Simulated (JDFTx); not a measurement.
# NiMoIrPdW (P3m1) in JDFTx: single point with PBE

Aim: the single point of NiMoIrPdW with PBE.

Everything below comes from runs of JDFTx 1.7.0 (patched build). Logs are shortened: lines on timing, memory, paths and dates and some standing lists are left out, and cuts for length are marked. The log counts tension as positive stress, the text compression.

## Step 1: The structure

Symmetry: P3m1, No. 156, trigonal system. Conventional cell: a = 4.117 Å, b = 4.117 Å, c = 5.446 Å, α = 90.00°, β = 90.00°, γ = 120.00°. Ni (site symmetry 3m) has 3 Mo at 2.38 Å and 3 Ir at 2.69 Å as nearest neighbours. Mo (site symmetry 3m) is surrounded by 3 Ni at 2.38 Å and 3 Ir at 2.70 Å and 2 Pd at 2.72 to 2.73 Å. Pd (site symmetry 3m) is surrounded by 3 W at 2.68 Å and 2 Mo at 2.72 to 2.73 Å and 3 Ir at 2.77 Å. Around Ir (site symmetry 3m) lie 2 W at 2.66 to 2.78 Å and 3 Ni at 2.69 Å and 3 Mo at 2.70 Å and 3 Pd at 2.77 Å. Around W (site symmetry 3m) lie 2 Ir at 2.66 to 2.78 Å and 3 Pd at 2.68 Å and 3 Mo at 2.81 Å and 3 Ni at 2.82 Å.

The cell was built by a generator and needn't be a form met in nature.

## Step 2: Single point, PBE, collinear spin, ferromagnetic start

The input, NiMoIrPdW.in:

```
include NiMoIrPdW.lattice
coords-type Lattice
include NiMoIrPdW.ionpos

ion-species pseudo/Ni.upf
ion-species pseudo/Mo.upf
ion-species pseudo/Pd.upf
ion-species pseudo/Ir.upf
ion-species pseudo/W.upf
elec-cutoff 49 392
elec-ex-corr gga-PBE
kpoint-folding 3 3 2
elec-smearing Fermi 0.0018374661
elec-n-bands 53
spintype z-spin
initial-magnetic-moments Ni 1 Mo 1 Ir 0.6
elec-initial-magnetization 4 yes
electronic-SCF nIterations 100 energyDiffThreshold 1e-09
electronic-minimize nIterations 30 energyDiffThreshold 1e-7
converge-empty-states yes
forces-output-coords Cartesian

dump-name run.$VAR
dump End Ecomponents EigStats BandEigs Kpoints Forces Stress ElecDensity Dtot
```

The input, NiMoIrPdW.lattice:

```
lattice \
    7.7800969414    -3.8900579193     0.0000000000 \
    0.0000000000     6.7377618056     0.0000000000 \
    0.0000000000     0.0000000000    10.2910705295
```

The input, NiMoIrPdW.ionpos:

```
ion Ni     0.0000000000     0.0000000000     0.9577500000 1
ion Mo     0.6666700000     0.3333300000     0.9616100000 1
ion Pd     0.6666700000     0.3333300000     0.4629500000 1
ion Ir     0.3333300000     0.6666700000     0.7257200000 1
ion W      0.3333300000     0.6666700000     0.2364200000 1
```

Potentials or basis: PseudoDojo-SR-PBE-0.5-standard with smoothed tails.

The run is started by

```sh
$ jdftx -c 1 -i NiMoIrPdW.in -o NiMoIrPdW.out
```

What it wrote:

```text
*************** JDFTx 1.7.0 (patched build) ***************

Input parsed successfully to the following command list (including defaults):
[... the input with its defaults ...]

---------- Setting up symmetries ----------

Found 24 point-group symmetries of the bravais lattice
Found 6 space-group symmetries with basis
NOTE: symmetries hold only approximately (changing the metric by 2.4e-06 and atomic positions by 7.8e-05 bohrs), and energies do not
      resolve such small strains or displacements: for these, use symmetries none or a smaller symmetry-threshold.
Applied RMS atom displacement 4.01763e-05 bohrs to make symmetries exact.

---------- Initializing the Grid ----------
R =
[       7.7801     -3.89006            0  ]
[            0      6.73776            0  ]
[            0            0      10.2911  ]
unit cell volume = 539.462
G =
[   0.807597   0.466268         -0  ]
[          0   0.932533          0  ]
[          0         -0   0.610547  ]
Minimum fftbox size, Smin = [  72  72  92  ]
Chosen fftbox size, S = [  72  72  96  ]

---------- Initializing tighter grid for wavefunction operations ----------
R =
[       7.7801     -3.89006            0  ]
[            0      6.73776            0  ]
[            0            0      10.2911  ]
unit cell volume = 539.462
G =
[   0.807597   0.466268         -0  ]
[          0   0.932533          0  ]
[          0         -0   0.610547  ]
Minimum fftbox size, Smin = [  52  52  68  ]
Chosen fftbox size, S = [  54  54  70  ]

---------- Exchange Correlation functional ----------
Initalized PBE GGA exchange.
Initalized PBE GGA correlation.

---------- Setting up pseudopotentials ----------
Width of ionic core gaussian charges (only for fluid interactions / plotting) set to 0

Reading pseudopotential file 'pseudo/Ni.upf':
  'Ni' pseudopotential, 'PBE' functional
  Generated using ONCVPSP code by D. R. Hamann
  18 valence electrons, 4 orbitals, 6 projectors, 1001 radial grid points, with lMax = 2
    3S    l: 0   occupation:  2.0   eigenvalue: -4.081355
    3P    l: 1   occupation:  6.0   eigenvalue: -2.623460
    3D    l: 2   occupation:  8.0   eigenvalue: -0.326118
    4S    l: 0   occupation:  2.0   eigenvalue: -0.207378
  Core radius for overlap checks: 1.60 bohrs.

Reading pseudopotential file 'pseudo/Mo.upf':
  'Mo' pseudopotential, 'PBE' functional
  Generated using ONCVPSP code by D. R. Hamann
  14 valence electrons, 4 orbitals, 6 projectors, 1001 radial grid points, with lMax = 2
    4S    l: 0   occupation:  2.0   eigenvalue: -2.364714
    4P    l: 1   occupation:  6.0   eigenvalue: -1.414320
    4D    l: 2   occupation:  5.0   eigenvalue: -0.137921
    5S    l: 0   occupation:  1.0   eigenvalue: -0.150182
  Core radius for overlap checks: 1.35 bohrs.

Reading pseudopotential file 'pseudo/Pd.upf':
  'Pd' pseudopotential, 'PBE' functional
  Generated using ONCVPSP code by D. R. Hamann
  18 valence electrons, 3 orbitals, 6 projectors, 1001 radial grid points, with lMax = 2
    4S    l: 0   occupation:  2.0   eigenvalue: -3.135885
    4P    l: 1   occupation:  6.0   eigenvalue: -1.881528
    4D    l: 2   occupation: 10.0   eigenvalue: -0.148752
  Core radius for overlap checks: 1.48 bohrs.

Reading pseudopotential file 'pseudo/Ir.upf':
  'Ir' pseudopotential, 'PBE' functional
  Generated using ONCVPSP code by D. R. Hamann
  17 valence electrons, 4 orbitals, 8 projectors, 1001 radial grid points, with lMax = 3
    5S    l: 0   occupation:  2.0   eigenvalue: -3.600919
    5P    l: 1   occupation:  6.0   eigenvalue: -2.010143
    5D    l: 2   occupation:  7.0   eigenvalue: -0.262668
    6S    l: 0   occupation:  2.0   eigenvalue: -0.232672
  Core radius for overlap checks: 2.19 bohrs.

Reading pseudopotential file 'pseudo/W.upf':
  'W' pseudopotential, 'PBE' functional
  Generated using ONCVPSP code by D. R. Hamann
  14 valence electrons, 4 orbitals, 8 projectors, 1001 radial grid points, with lMax = 3
    5S    l: 0   occupation:  2.0   eigenvalue: -2.905892
    5P    l: 1   occupation:  6.0   eigenvalue: -1.587650
    5D    l: 2   occupation:  4.0   eigenvalue: -0.164649
    6S    l: 0   occupation:  2.0   eigenvalue: -0.209951
  Core radius for overlap checks: 2.00 bohrs.

Initialized 5 species with 5 total atoms.

Folded 1 k-points by 3x3x2 to 18 k-points.

---------- Setting up k-points, bands, fillings ----------
Adding inversion symmetry to k-mesh for non-inversion-symmetric unit cell.
Reduced to 6 k-points under symmetry.
Computing the number of bands and number of electrons
Calculating initial fillings.
nElectrons:  81.000000   nBands: 53   nStates: 12

----- Setting up reduced wavefunction bases (one per k-point) -----
average nbasis = 8833.944 , ideal nbasis = 8837.905

---------- Setting up ewald sum ----------
Optimum gaussian width for ewald sums = 2.483527 bohr.
Real space sum over 1089 unit cells with max indices [  5  5  4  ]
Reciprocal space sum over 2873 terms with max indices [  6  6  8  ]

---------- Allocating electronic variables ----------
Initializing wave functions:  linear combination of atomic orbitals
Note: number of bands (53) exceeds available atomic orbitals (49)
Ni (M=1) pseudo-atom majority spin occupations:   s ( 1 0.5 )  p ( 3 )  d ( 5 )
Ni (M=1) pseudo-atom minority spin occupations:   s ( 1 0 )  p ( 3 )  d ( 4.5 )
Mo (M=1) pseudo-atom majority spin occupations:   s ( 1 1 )  p ( 3 )  d ( 2.5 )
Mo (M=1) pseudo-atom minority spin occupations:   s ( 1 1 )  p ( 3 )  d ( 1.5 )
Pd pseudo-atom occupations:   s ( 2 )  p ( 6 )  d ( 10 )
Ir (M=0.6) pseudo-atom majority spin occupations:   s ( 1 0 )  p ( 3 )  d ( 4.8 )
Ir (M=0.6) pseudo-atom minority spin occupations:   s ( 1 0 )  p ( 3 )  d ( 4.2 )
W pseudo-atom occupations:   s ( 2 2 )  p ( 6 )  d ( 4 )
	FillingsUpdate:  mu: +1.334842624  nElectrons: 81.000000  magneticMoment: [ Abs: 4.00564  Tot: +4.00000 ]
LCAOMinimize: Iter:   0  F: -523.5330182945477873  |grad|_K:  3.004e-02  alpha:  1.000e+00
	FillingsUpdate:  mu: +1.221179709  nElectrons: 81.000000  magneticMoment: [ Abs: 4.00055  Tot: +4.00000 ]
LCAOMinimize: Iter:   1  F: -528.8238285843822268  |grad|_K:  2.005e-02  alpha:  2.607e-01  linmin: -5.894e-02  cgtest:  8.284e-01
LCAOMinimize: Encountered beta<0, resetting CG.
[... 45 lines of inner loops ...]
LCAOMinimize: 	Predicted alpha/alphaT>3.000000, increasing alphaT to 3.062220e-01.
	FillingsUpdate:  mu: +0.747880567  nElectrons: 81.000000  magneticMoment: [ Abs: 4.00033  Tot: +4.00000 ]
LCAOMinimize: Iter:  21  F: -536.0529103343976658  |grad|_K:  5.308e-06  alpha:  4.626e-01  linmin: -1.212e-05  cgtest:  2.363e-04
LCAOMinimize: Converged (|Delta F|<1.000000e-06 for 2 iters).

-------- Electronic minimization -----------
Will mix electronic density at each iteration.
	FillingsUpdate:  mu: +0.747880567  nElectrons: 81.000000  magneticMoment: [ Abs: 4.00033  Tot: +4.00000 ]
	FillingsUpdate:  mu: +0.730122903  nElectrons: 81.000000  magneticMoment: [ Abs: 4.00033  Tot: +4.00000 ]
SCF: Cycle:  0   F: -536.186724962339099   dF: -1.338e-01   |Residual|: 4.384e-01   |deigs|: 6.024e-02
	FillingsUpdate:  mu: +0.701025880  nElectrons: 81.000000  magneticMoment: [ Abs: 4.00469  Tot: +4.00000 ]
SCF: Cycle:  1   F: -535.739459953936034   dF: +4.473e-01   |Residual|: 5.654e-01   |deigs|: 6.405e-02
	FillingsUpdate:  mu: +0.702039780  nElectrons: 81.000000  magneticMoment: [ Abs: 4.00346  Tot: +4.00000 ]
SCF: Cycle:  2   F: -536.351082109480217   dF: -6.116e-01   |Residual|: 1.885e-01   |deigs|: 4.164e-02
	FillingsUpdate:  mu: +0.696156116  nElectrons: 81.000000  magneticMoment: [ Abs: 4.00047  Tot: +4.00000 ]
SCF: Cycle:  3   F: -536.364489543872537   dF: -1.341e-02   |Residual|: 1.130e-01   |deigs|: 1.335e-02
	FillingsUpdate:  mu: +0.695021377  nElectrons: 81.000000  magneticMoment: [ Abs: 4.00017  Tot: +4.00000 ]
SCF: Cycle:  4   F: -536.400612786772058   dF: -3.612e-02   |Residual|: 2.682e-02   |deigs|: 6.288e-03
	FillingsUpdate:  mu: +0.695763700  nElectrons: 81.000000  magneticMoment: [ Abs: 4.00004  Tot: +4.00000 ]
SCF: Cycle:  5   F: -536.400689841119970   dF: -7.705e-05   |Residual|: 1.923e-02   |deigs|: 1.653e-03
	FillingsUpdate:  mu: +0.695541661  nElectrons: 81.000000  magneticMoment: [ Abs: 4.00004  Tot: +4.00000 ]
SCF: Cycle:  6   F: -536.401058326226348   dF: -3.685e-04   |Residual|: 8.591e-03   |deigs|: 1.251e-03
	FillingsUpdate:  mu: +0.695489992  nElectrons: 81.000000  magneticMoment: [ Abs: 4.00006  Tot: +4.00000 ]
SCF: Cycle:  7   F: -536.401258172646862   dF: -1.998e-04   |Residual|: 2.176e-03   |deigs|: 6.612e-04
	FillingsUpdate:  mu: +0.695450695  nElectrons: 81.000000  magneticMoment: [ Abs: 4.00004  Tot: +4.00000 ]
SCF: Cycle:  8   F: -536.401261920525371   dF: -3.748e-06   |Residual|: 1.006e-03   |deigs|: 8.580e-05
	FillingsUpdate:  mu: +0.695460897  nElectrons: 81.000000  magneticMoment: [ Abs: 4.00003  Tot: +4.00000 ]
SCF: Cycle:  9   F: -536.401262576722274   dF: -6.562e-07   |Residual|: 6.394e-04   |deigs|: 7.503e-05
	FillingsUpdate:  mu: +0.695468928  nElectrons: 81.000000  magneticMoment: [ Abs: 4.00002  Tot: +4.00000 ]
SCF: Cycle: 10   F: -536.401264152113413   dF: -1.575e-06   |Residual|: 2.232e-04   |deigs|: 4.582e-05
	FillingsUpdate:  mu: +0.695471002  nElectrons: 81.000000  magneticMoment: [ Abs: 4.00002  Tot: +4.00000 ]
SCF: Cycle: 11   F: -536.401264312063972   dF: -1.600e-07   |Residual|: 1.575e-04   |deigs|: 9.583e-06
	FillingsUpdate:  mu: +0.695473392  nElectrons: 81.000000  magneticMoment: [ Abs: 4.00002  Tot: +4.00000 ]
SCF: Cycle: 12   F: -536.401264402999118   dF: -9.094e-08   |Residual|: 4.557e-05   |deigs|: 6.432e-06
	FillingsUpdate:  mu: +0.695473695  nElectrons: 81.000000  magneticMoment: [ Abs: 4.00002  Tot: +4.00000 ]
SCF: Cycle: 13   F: -536.401264430836363   dF: -2.784e-08   |Residual|: 2.484e-05   |deigs|: 2.070e-06
	FillingsUpdate:  mu: +0.695473173  nElectrons: 81.000000  magneticMoment: [ Abs: 4.00002  Tot: +4.00000 ]
SCF: Cycle: 14   F: -536.401264448270467   dF: -1.743e-08   |Residual|: 3.188e-05   |deigs|: 1.966e-06
	FillingsUpdate:  mu: +0.695473629  nElectrons: 81.000000  magneticMoment: [ Abs: 4.00002  Tot: +4.00000 ]
SCF: Cycle: 15   F: -536.401264454062016   dF: -5.792e-09   |Residual|: 5.669e-06   |deigs|: 1.445e-06
	FillingsUpdate:  mu: +0.695473562  nElectrons: 81.000000  magneticMoment: [ Abs: 4.00002  Tot: +4.00000 ]
SCF: Cycle: 16   F: -536.401264456417948   dF: -2.356e-09   |Residual|: 3.244e-06   |deigs|: 4.592e-07
	FillingsUpdate:  mu: +0.695473634  nElectrons: 81.000000  magneticMoment: [ Abs: 4.00002  Tot: +4.00000 ]
SCF: Cycle: 17   F: -536.401264457359389   dF: -9.414e-10   |Residual|: 2.086e-06   |deigs|: 3.140e-07
	FillingsUpdate:  mu: +0.695473611  nElectrons: 81.000000  magneticMoment: [ Abs: 4.00002  Tot: +4.00000 ]
SCF: Cycle: 18   F: -536.401264457753314   dF: -3.939e-10   |Residual|: 1.104e-06   |deigs|: 1.859e-07
SCF: Converged (|Delta E|<1.000000e-09 for 2 iters).

Setting wave functions to eigenvectors of Hamiltonian
Converging empty states (this may take a while): |deigs|: 3.649e-07

# Stress tensor in Cartesian coordinates [Eh/a0^3]:
[ -0.000251148  3.52194e-10            0  ]
[  3.52194e-10 -0.000251148            0  ]
[            0            0   1.2564e-05  ]

# Ionic positions in lattice coordinates:
ion Ni   0.000000000000000   0.000000000000000   0.957750000000000 1
ion Mo   0.666666666666667   0.333333333333333   0.961610000000000 1
ion Pd   0.666666666666667   0.333333333333333   0.462950000000000 1
ion Ir   0.333333333333333   0.666666666666667   0.725720000000000 1
ion W   0.333333333333333   0.666666666666667   0.236420000000000 1

# Forces in Cartesian coordinates:
force Ni   0.000000000000000  -0.000000000000000   0.000463096922212 1
force Mo   0.000000000000000   0.000000000000000   0.007859664303383 1
force Pd   0.000000000000000   0.000000000000000  -0.001201894579142 1
force Ir   0.000000000000000  -0.000000000000000   0.004125712833133 1
force W   0.000000000000000  -0.000000000000000  -0.011262983901144 1

# Energy components:
   Eewald =     -387.5667488308841371
       EH =      131.8216863028015098
     Eloc =     -418.4670117859614038
      Enl =        2.0013653838308754
      Exc =      -91.2781408708801791
 Exc_core =       28.0799259564117101
       KE =      199.0095316806766448
-------------------------------------
     Etot =     -536.3993921640050075
       TS =        0.0018722937482684
-------------------------------------
        F =     -536.4012644577533138

IonicMinimize: Iter:   0  F: -536.401264457753314  |grad|_K:  3.718e-03
IonicMinimize: None of the convergence criteria satisfied after 0 iterations.

#--- Lowdin population analysis ---
# oxidation-state Ni +0.442
# magnetic-moments Ni +0.649
# oxidation-state Mo -0.427
# magnetic-moments Mo +0.963
# oxidation-state Pd +0.922
# magnetic-moments Pd +0.371
# oxidation-state Ir -0.030
# magnetic-moments Ir +0.647
# oxidation-state W -0.047
# magnetic-moments W +1.233

Dumping 'run.eigStats' ...
	eMin: -3.129102 at state 1 ( [ +0.000000 +0.000000 +0.500000 ] spin 1 )
	HOMO: +0.717007 at state 0 ( [ +0.000000 +0.000000 +0.000000 ] spin 1 )
	mu  : +0.695474
	LUMO: +0.672157 at state 9 ( [ +0.000000 +0.333333 +0.500000 ] spin -1 )
	eMax: +1.133342 at state 11 ( [ +0.333333 +0.333333 +0.500000 ] spin -1 )
	HOMO-LUMO gap: -0.044850
	Optical gap  : +0.004467 at state 9 ( [ +0.000000 +0.333333 +0.500000 ] spin -1 )
Done!
```

Wall time 3.8 min (1 thread of AMD EPYC 9R45 (Zen 5), shared host); peak memory 0.45 GiB.

The run converged, but some of its settings lie outside the range that counts as converged, so its numbers aren't taken as properties of the crystal.

Results:

```yaml
Free_energy: -14596.2220 eV
Pressure: 4.8 GPa
Largest_force: 0.579 eV/Å
Net_moment: 4.00 μB per cell
Absolute_moment: 4.00 μB per cell
Site_moments: Ni +0.65; Mo +0.96; Pd +0.37; Ir +0.65; W +1.23 μB
```

Caveat: the k mesh is coarse (spacing up to 0.59 Å⁻¹), so the values aren't converged; the moment is held away from its start; this set's palladium file may shift the pressure by some GPa; the total moment is fixed, so each spin has its own Fermi level.
